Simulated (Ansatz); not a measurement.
Input of an Ansatz 0.2.0 run:

input.yaml

```yaml
crystal:
  lattice:
    - [2.9025379727, 1.6757810799, 3.4877732718]
    - [-2.9025379727, 1.6757810799, 3.4877732718]
    - [0.0, -3.3515621597, 3.4877732718]
  atoms:
    - { symbol: Zr, position: [0.838727, 0.5, 0.161273] }
    - { symbol: Zr, position: [0.5, 0.161273, 0.838727] }
    - { symbol: Zr, position: [0.161273, 0.838727, 0.5] }
    - { symbol: S, position: [0.665023, 0.665023, 0.665023] }
    - { symbol: S, position: [0.334977, 0.334977, 0.334977] }
hamiltonian:
  xc: pbesol
  pseudopotentials: { kind: paw }
  hubbard: { sites: [{ species: Zr, l: d, u_eff: 3.0 }] }
kpoints:
  mp_grid: { grid: [6, 6, 6] }
scf:
  occupations: { method: fermi_dirac, width: 0.05 }
output:
  forces: true
  stress: true
  eigenvalues: true
relax:
  f_tol: 0.01
  max_steps: 40
  cell: { stress_tol: 0.05 }
```

Potentials or basis: Ansatz PAW.

Launch:

```bash
$ ansatz run input.yaml --threads 2 --pin off --max-ram 5632MiB --backend cpu --events-out ev --progress --plain --runs-dir out
```

**Question.** Estimate the relaxed cell.

**Answer.** a = 4.815 Å, b = 4.815 Å, c = 4.815 Å, α = 73.57°, β = 73.57°, γ = 73.57°.

**Question.** What does it give for the band gap on the k mesh?

**Answer.** None (metal or under the smearing width).

The path:
| step | energy change (eV) | largest force (eV/Å) | volume (Å³) |
| --- | --- | --- | --- |
| 1 | 0.0000 | 0.1091 | 101.79 |
| 2 | -0.0109 | 0.0370 | 100.27 |
| 3 | -0.0111 | 0.0089 | 100.17 |
| 4 | -0.0109 | 0.0090 | 100.17 |

Caveat: the plane-wave basis is chosen anew once the cell has moved, so the energies of steps on either side of that aren't comparable; U without spin polarisation on a metal has little footing; the PAW data sets come from PBE, with cores solved anew for the run's functional, which leaves a small shift of forces and pressure.
